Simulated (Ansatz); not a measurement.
**SiGeHO+ (singlet): from Hartree-Fock to the top rungs, cc-pVDZ**

Aim: climb from Hartree-Fock through coupled cluster and multireference methods for SiGeHO+ (singlet) at one geometry and basis, and see what each rung misses.

Method: cc-pVDZ, core rule «outside noble gas», up to 20 orbitals frozen; program: Ansatz 0.2.0, Gaussian basis.

To be run: UHF; CCSD(T) on RHF; BCCD(T) on RHF; CISD; CCSDT(Q) on RHF; CASSCF and MRCISD+Q, 8 electrons in 8 orbitals; CASSCF and NEVPT2, 8 electrons in 8 orbitals.

30 further runs of the same task are left out: 19 that didn't finish, 11 set aside as unsound or not needed.

**1. The system**

The geometry is a PBE0/def2-TZVP stationary point (not a proven minimum) of the parent state, kept for this charge and spin. No spin-orbit coupling is included. The filled d shell of Ge may be among the frozen orbitals whatever the setting's name suggests; the logs give the count.

4 atoms, charge 1, spin multiplicity 1.

Atoms are counted from 1 here; the program's logs count them from 0.

Bond lengths: O1–Ge2 2.062 Å, O1–Si3 1.591 Å, Ge2–Si3 2.368 Å, Ge2–H4 1.554 Å. Angles: Ge2–O1–Si3 79.7°, O1–Ge2–Si3 41.4°, O1–Ge2–H4 92.1°, Si3–Ge2–H4 133.5°, O1–Si3–Ge2 58.9°.

In the tables R marks a restricted determinant and U an unrestricted one; 'frontier' is the active space of 8 electrons in 8 orbitals; energies count from the table's Hartree-Fock row.

**2. UHF**

Input file in.yaml:

```yaml
crystal:
  periodic: [false, false, false]
  atoms:
    - {symbol: O, position_ang: [0.000000, -1.068031, -0.912929]}
    - {symbol: Ge, position_ang: [0.000000, 0.103335, 0.783661]}
    - {symbol: Si, position_ang: [0.000000, 0.382114, -1.568288]}
    - {symbol: H, position_ang: [0.000000, -1.141224, 1.713723]}
basis:
  gaussian: {orbitals: cc-pVDZ}
total_charge: 1
magnetization: {spin_polarized: true, initial_magnetization: 0}
hamiltonian: {xc: hf}
output: {orbitals: {seedname: orbitals}}
```

Run with:

```
> ansatz run in.yaml --threads 1 --pin off --events-out ev --progress --plain --max-ram 2393MiB
```

The log of the run:

```text
Functional definition: HF
  name "HF"
  cite "Fock, Z. Phys. 61, 126 (1930) doi:10.1007/BF01340294"
  parent pbe
  exchange = exact_x
  correlation = 0
683 factors; integrals over basis functions are off by at most 1.2e-3 eV
mean field evaluation 1: about -66368.6558 eV, gradient 5.1e1 eV
mean field evaluation 2: about -66368.6803 eV, gradient 5.1e1 eV
mean field evaluation 4: about -66379.7263 eV, gradient 4.2e0 eV
mean field evaluation 8: about -66379.8839 eV, gradient 1.7e-3 eV
mean field evaluation 16: about -66379.7239 eV, gradient 1.2e0 eV
mean field evaluation 32: about -66371.7773 eV, gradient 9.3e0 eV
mean field evaluation 64: about -66378.9753 eV, gradient 3.8e0 eV
mean field evaluation 96: about -66373.3257 eV, gradient 1.3e1 eV
mean field evaluation 128: about -66371.8026 eV, gradient 4.8e0 eV
mean field evaluation 160: about -66379.8337 eV, gradient 7.9e-1 eV
mean field evaluation 192: about -66377.0586 eV, gradient 5.6e0 eV
mean field -66379.88388335 eV, -2439.4157388118 hartree, gradient 2.5e-5 eV, S^2 0.000000; 4 other end points of the search recorded, 0 dependent functions left out
reference -66379.88388335 eV, -2439.4157388118 hartree; 27, 27 occupied and 37, 37 virtual orbitals, 683 factors
Total energy: -66379.88388335 eV, -2439.4157388118 hartree
```

Run time: 18 s. Hardware: 1 thread of AMD EPYC, shared host.

From the report: ⟨S²⟩ of the determinant 0.000 (pure singlet: 0.00).

The unrestricted search falls back on the restricted solution.

**3. CCSD(T) on RHF**

Changes to in.yaml since step 2:

```diff
@@ -10,4 +10,4 @@
 total_charge: 1
-magnetization: {spin_polarized: true, initial_magnetization: 0}
-hamiltonian: {xc: hf}
-output: {orbitals: {seedname: orbitals}}
+magnetization: {spin_polarized: false}
+correlation: {method: ccsd_t, electrons: outside_noble_gas}
+output: {forces: true}
```

Same command.

The log of the run, shortened:

```text
Functional definition: HF
  name "HF"
  cite "Fock, Z. Phys. 61, 126 (1930) doi:10.1007/BF01340294"
  parent pbe
[...]
683 factors; integrals over basis functions are off by at most 1.2e-3 eV
[...]
mean field -66379.88388335 eV, -2439.4157388118 hartree, gradient 2.3e-6 eV, S^2 0.000000; 1 other end points of the search recorded, 0 dependent functions left out
20 core orbitals not correlated: weight in the atoms' cores, before any rotation towards them, 0.998 or more for the frozen orbitals, at most 0.002 for the correlated occupied ones
reference -66379.88388335 eV, -2439.4157388118 hartree; 7, 7 occupied and 37, 37 virtual orbitals, 683 factors
second order -9.29844050 eV of doubles, -0.00000000 eV of singles
cycle   1  -9.24650347 eV  change    5.2e-2 eV  update   1.4e-1
[...]
cycle  12  -9.86985572 eV  change   -1.2e-5 eV  update   3.5e-6
perturbative correction -0.42167030 eV, -0.0154960977 hartree
[...]
Total energy: -66390.17540937 eV, -2439.7939454171 hartree
Atom 0 at     0.000000    -1.068031    -0.912929 Å, force     0.000000    -0.893622     1.852165 eV/Å
Atom 1 at     0.000000     0.103335     0.783661 Å, force    -0.000000    -0.931331     1.607428 eV/Å
Atom 2 at     0.000000     0.382114    -1.568288 Å, force     0.000000     1.942653    -3.478205 eV/Å
Atom 3 at     0.000000    -1.141224     1.713723 Å, force     0.000000    -0.117700     0.018613 eV/Å
Dipole moment:    -0.000000     0.372157    -0.087960 e Å
```

Wall time 12 s (1 thread of AMD EPYC, shared host).

From the report: correlation -10.2915 eV; T1 0.026; largest double amplitude 0.10.

**4. BCCD(T) on RHF**

Changes to in.yaml since step 3:

```diff
@@ -11,3 +11,2 @@
 magnetization: {spin_polarized: false}
-correlation: {method: ccsd_t, electrons: outside_noble_gas}
-output: {forces: true}
+correlation: {method: bccd_t, electrons: outside_noble_gas}
```

Same command.

The log of the run, shortened:

```text
Functional definition: HF
  name "HF"
  cite "Fock, Z. Phys. 61, 126 (1930) doi:10.1007/BF01340294"
  parent pbe
[...]
683 factors; integrals over basis functions are off by at most 1.2e-3 eV
[...]
mean field -66379.88388335 eV, -2439.4157388118 hartree, gradient 2.3e-6 eV, S^2 0.000000; 1 other end points of the search recorded, 0 dependent functions left out
20 core orbitals not correlated: weight in the atoms' cores, before any rotation towards them, 0.998 or more for the frozen orbitals, at most 0.002 for the correlated occupied ones
reference -66379.88388335 eV, -2439.4157388118 hartree; 7, 7 occupied and 37, 37 virtual orbitals, 683 factors
second order -9.29844050 eV of doubles, -0.00000000 eV of singles
cycle   1  -9.20879631 eV  change    9.0e-2 eV  update   1.4e-1
[...]
cycle  11  -9.81809658 eV  change   -8.5e-7 eV  update   1.5e-5
perturbative correction -0.48266898 eV, -0.0177377578 hartree
Total energy: -66390.18464891 eV, -2439.7942849640 hartree
```

It took 8 s on 1 thread of AMD EPYC, shared host.

From the report: correlation -10.3008 eV; largest double amplitude 0.09.

**5. CISD**

Changes to in.yaml since step 4:

```diff
@@ -10,3 +10,2 @@
 total_charge: 1
-magnetization: {spin_polarized: false}
-correlation: {method: bccd_t, electrons: outside_noble_gas}
+correlation: {active_space: {ras: {orbitals: [7, 0, 37], electrons: 14, max_holes: 2, max_particles: 2}, fixed_orbitals: true}}
```

Same command.

The log of the run:

```text
Functional definition: HF
  name "HF"
  cite "Fock, Z. Phys. 61, 126 (1930) doi:10.1007/BF01340294"
  parent pbe
  exchange = exact_x
  correlation = 0
683 factors; integrals over basis functions are off by at most 1.2e-3 eV
mean field evaluation 1: about -66368.6558 eV, gradient 7.2e1 eV
mean field evaluation 2: about -66368.6803 eV, gradient 7.2e1 eV
mean field evaluation 4: about -66379.7263 eV, gradient 5.9e0 eV
mean field evaluation 8: about -66379.8836 eV, gradient 1.3e-1 eV
mean field evaluation 16: about -66369.7955 eV, gradient 2.4e1 eV
mean field -66379.88388335 eV, -2439.4157388118 hartree, gradient 2.3e-6 eV, S^2 0.000000; 1 other end points of the search recorded, 0 dependent functions left out
reference -66379.88388335 eV, -2439.4157388118 hartree; 27, 27 occupied and 37, 37 virtual orbitals, 683 factors
state -66388.63041952 eV, -2439.7371680874 hartree
Total energy: -66388.63041952 eV, -2439.7371680874 hartree
```

Wall time 7.5 s (1 thread of AMD EPYC, shared host).

From the report: 50,558 determinants.

**6. CCSDT(Q) on RHF**

Changes to in.yaml since step 5:

```diff
@@ -10,2 +10,3 @@
 total_charge: 1
-correlation: {active_space: {ras: {orbitals: [7, 0, 37], electrons: 14, max_holes: 2, max_particles: 2}, fixed_orbitals: true}}
+magnetization: {spin_polarized: false}
+correlation: {method: ccsdt_q, electrons: outside_noble_gas}
```

Same command.

The log of the run, shortened:

```text
Functional definition: HF
  name "HF"
  cite "Fock, Z. Phys. 61, 126 (1930) doi:10.1007/BF01340294"
  parent pbe
[...]
1250 factors; integrals over basis functions are off by at most 2.3e-7 eV
[...]
mean field -66379.88414315 eV, -2439.4157483592 hartree, gradient 8.8e-6 eV, S^2 0.000000; 1 other end points of the search recorded, 0 dependent functions left out
20 core orbitals not correlated: weight in the atoms' cores, before any rotation towards them, 0.998 or more for the frozen orbitals, at most 0.002 for the correlated occupied ones
reference -66379.88414315 eV, -2439.4157483592 hartree; 7, 7 occupied and 37, 37 virtual orbitals, 1250 factors
second order -9.29847788 eV of doubles, -0.00000000 eV of singles
cycle   1  -9.24651871 eV  change    5.2e-2 eV  update   1.6e-1
[...]
cycle  17  -10.31920973 eV  change    5.4e-7 eV  update   1.3e-6
perturbative correction -0.05421923 eV, -0.0019925200 hartree
Total energy: -66390.25757211 eV, -2439.7969648423 hartree
```

It took 54 s on 1 thread of AMD EPYC, shared host; peak memory 0.32 GiB.

From the report: correlation -10.3734 eV; T1 0.026; largest double amplitude 0.11.

**7. CASSCF and MRCISD+Q, 8 electrons in 8 orbitals**

Changes to in.yaml since step 6:

```diff
@@ -10,3 +10,2 @@
 total_charge: 1
-magnetization: {spin_polarized: false}
-correlation: {method: ccsdt_q, electrons: outside_noble_gas}
+correlation: {method: fic_mrcisd_q, electrons: outside_noble_gas, active_space: {window: {electrons: 8, orbitals: 8}}}
```

The command is unchanged.

The log of the run, shortened:

```text
Functional definition: HF
  name "HF"
  cite "Fock, Z. Phys. 61, 126 (1930) doi:10.1007/BF01340294"
  parent pbe
[...]
683 factors; integrals over basis functions are off by at most 1.2e-3 eV
[...]
mean field -66379.88388335 eV, -2439.4157388118 hartree, gradient 2.3e-6 eV, S^2 0.000000; 1 other end points of the search recorded, 0 dependent functions left out
reference -66379.88388335 eV, -2439.4157388118 hartree; 27, 27 occupied and 37, 37 virtual orbitals, 683 factors
state -66383.45014452 eV, -2439.5467964925 hartree
contracted CI cycle   1: correlation 0.00000000 eV, 0.0000000000 hartree, residual 2.33e1 eV
contracted CI cycle   2: correlation -5.66986616 eV, -0.2083637382 hartree, residual 4.74e0 eV
contracted CI cycle   3: correlation -5.99195723 eV, -0.2202003667 hartree, residual 1.74e0 eV
[...]
contracted CI cycle   3: correlation -6.71965882 eV, -0.2469429068 hartree, residual 1.45e0 eV
contracted CI cycle   4: correlation -6.74912517 eV, -0.2480257752 hartree, residual 4.91e-1 eV
contracted CI cycle   5: correlation -6.75256931 eV, -0.2481523452 hartree, residual 1.82e-1 eV
contracted CI cycle   6: correlation -6.75300582 eV, -0.2481683866 hartree, residual 6.81e-2 eV
contracted CI cycle   7: correlation -6.75306890 eV, -0.2481707046 hartree, residual 2.46e-2 eV
contracted CI cycle   8: correlation -6.75307781 eV, -0.2481710322 hartree, residual 9.42e-3 eV
contracted CI cycle   9: correlation -6.75307917 eV, -0.2481710821 hartree, residual 3.51e-3 eV
contracted CI cycle  10: correlation -6.75307938 eV, -0.2481710897 hartree, residual 1.52e-3 eV
state -66382.62743920 eV, -2439.5165626295 hartree; corrected -66390.07420615 eV, -2439.7902262674 hartree
state -66383.45014452 eV, -2439.5467964925 hartree; corrected -66390.15698924 eV, -2439.7932684898 hartree
Total energy: -66390.15698924 eV, -2439.7932684898 hartree
```

Run time: 46 s. Hardware: 1 thread of AMD EPYC, shared host; peak memory 0.28 GiB.

From the report: 2,500 determinants; active occupations 1.98, 1.97, 1.96, 1.96, 0.04, 0.04, 0.03, 0.03.

**8. CASSCF and NEVPT2, 8 electrons in 8 orbitals**

Changes to in.yaml since step 7:

```diff
@@ -10,2 +10,2 @@
 total_charge: 1
-correlation: {method: fic_mrcisd_q, electrons: outside_noble_gas, active_space: {window: {electrons: 8, orbitals: 8}}}
+correlation: {method: sc_nevpt2, electrons: outside_noble_gas, active_space: {window: {electrons: 8, orbitals: 8}}}
```

Same command.

The log of the run, shortened:

```text
Functional definition: HF
  name "HF"
  cite "Fock, Z. Phys. 61, 126 (1930) doi:10.1007/BF01340294"
  parent pbe
[...]
683 factors; integrals over basis functions are off by at most 1.2e-3 eV
[...]
mean field -66379.88388335 eV, -2439.4157388118 hartree, gradient 2.3e-6 eV, S^2 0.000000; 1 other end points of the search recorded, 0 dependent functions left out
reference -66379.88388335 eV, -2439.4157388118 hartree; 27, 27 occupied and 37, 37 virtual orbitals, 683 factors
state -66383.45014452 eV, -2439.5467964925 hartree
state -66383.45014452 eV, -2439.5467964925 hartree; corrected -66388.48519958 eV, -2439.7318313532 hartree
state -66382.62743920 eV, -2439.5165626295 hartree
state -66382.62743920 eV, -2439.5165626295 hartree; corrected -66388.93410780 eV, -2439.7483284260 hartree
state -66382.62743920 eV, -2439.5165626295 hartree; corrected -66388.93410780 eV, -2439.7483284260 hartree
the orbitals are reached from a further start. From the first start the search ends at -66383.45010109 eV, -2439.5467948964 hartree
WARN: the results are in doubt because another end's mean lies 0.823 eV lower, and its corrected mean 0.449 eV higher
Total energy: -66388.93410780 eV, -2439.7483284260 hartree
In doubt: another end's mean lies 0.823 eV lower, and its corrected mean 0.449 eV higher
```

It took 36 s on 1 thread of AMD EPYC, shared host.

From the report: 2,450 determinants; active occupations 1.99, 1.95, 1.95, 1.92, 0.07, 0.06, 0.03, 0.02. Mind the lines of doubt at the end of the log.

**9. The ladder**

The yardstick is RCCSDT(Q), where the cluster series has nearly closed. Rows without a time come out of other runs: HF, MP2 and CCSD of CCSD(T), CCSDT of CCSDT(Q), CASSCF and MRCISD of the multireference runs. The times of RCCSD(T) include forces.

Differences are taken before rounding.

| method | energy from the lowest RHF (meV) | from RCCSDT(Q) (meV) | time |
| --- | --- | --- | --- |
| RHF | 0.0 | +10373.7 |  |
| RMP2 | -9298.4 | +1075.2 |  |
| RCCSD | -9869.9 | +503.8 |  |
| RCCSD(T) | -10291.5 | +82.2 | 12 s |
| BCCD(T) | -10300.8 | +72.9 | 8 s |
| RCCSDT | -10319.5 | +54.2 |  |
| RCCSDT(Q) | -10373.7 | 0 | 54 s |
| CASSCF frontier | -3566.3 | +6807.4 |  |
| MRCISD frontier | -9614.0 | +759.7 |  |
| MRCISD+Q frontier | -10273.1 | +100.6 | 46 s |

Not comparable, so not listed: CISD; CASSCF and NEVPT2, 8 electrons in 8 orbitals (they don't share determinant, frozen orbitals or solution with the rows shown, or repeat one).

**10. Summary of results**

```
                         quantity        value
   RCCSDT(Q) below the RHF energy  -10.3737 eV
              RMP2 from RCCSDT(Q)  +1075.2 meV
             RCCSD from RCCSDT(Q)   +503.8 meV
          RCCSD(T) from RCCSDT(Q)    +82.2 meV
 MRCISD+Q frontier from RCCSDT(Q)   +100.6 meV
levels within 1 kcal/mol (43 meV)         none
                    T1 diagnostic        0.026
```

In words: RCCSD(T) misses by +82.2 meV, 0.8 % of the correlation energy. These misses are within one basis, not against nature.
